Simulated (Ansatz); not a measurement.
# Mg3ZrN: the cost of one run

Computed with Ansatz 0.2.0 (DFT PBE, scalar-relativistic, plane waves, PAW, unless a step's input says otherwise).

## Step 1: Starting point

The structure is hexagonal, space group P6mm (No. 183). The conventional cell has a = 3.459 Å, b = 3.459 Å, c = 8.997 Å, α = 90.00°, β = 90.00°, γ = 120.00°. Mg (site symmetry 3m) is surrounded by 6 Mg at 2.00 Å. Mg (site symmetry 6mm) has 6 Mg at 2.00 Å in its first shell of neighbours. Around Zr (site symmetry 6mm) lie 1 N at 2.17 Å. Around N (site symmetry 6mm) lie 1 Zr at 2.17 Å.

Coordinates:

```cif
data_structure
_symmetry_space_group_name_H-M 'P6mm'
_symmetry_Int_Tables_number 183
_cell_length_a 3.4595
_cell_length_b 3.4595
_cell_length_c 8.9971
_cell_angle_alpha 90.000
_cell_angle_beta 90.000
_cell_angle_gamma 120.000
_cell_volume 93.25
loop_
_atom_site_label
_atom_site_type_symbol
_atom_site_symmetry_multiplicity
_atom_site_Wyckoff_symbol
_atom_site_fract_x
_atom_site_fract_y
_atom_site_fract_z
_atom_site_occupancy
Mg1 Mg 2 b 0.33333 0.66667 0.38649 1
Mg2 Mg 1 a 0.00000 0.00000 0.38706 1
Zr1 Zr 1 a 0.00000 0.00000 0.04054 1
N1 N 1 a 0.00000 0.00000 0.79971 1
```

Recipe of the guess: random cell by space group and Wyckoff sites (P6mm, No. 183). Its size is a rough estimate.

## Step 2: The guess as it stands, on a coarse mesh

File input.yaml:

```yaml
crystal:
  lattice:
    - [3.45946754, 0.0, 0.0]
    - [-1.72973377, 2.99598677, 0.0]
    - [0.0, 0.0, 8.99709197]
  atoms:
    - { symbol: Mg, position: [0.33333333, 0.66666667, 0.38648522] }
    - { symbol: Mg, position: [0.66666667, 0.33333333, 0.38648522] }
    - { symbol: Mg, position: [0.0, 0.0, 0.38706025] }
    - { symbol: Zr, position: [0.0, 0.0, 0.04054103] }
    - { symbol: "N", position: [0.0, 0.0, 0.79971462] }
basis:
  ecutwfc: 420
kpoints:
  mp_grid: { grid: [6, 6, 2] }
hamiltonian:
  xc: pbe
scf:
  occupations: { method: gaussian, width: 0.1 }
  lower_state_search: "off"
output:
  forces: true
  stress: true
  eigenvalues: true
```

Started as:

```bash
> ansatz run input.yaml --threads 1 --pin off --max-ram 2560MiB --backend cpu --events-out ev --progress --plain --runs-dir out
```

What time and memory should one allow on 1 thread of Arm Neoverse V1, shared host?

About 4.6 s, with a peak of 0.32 GiB.
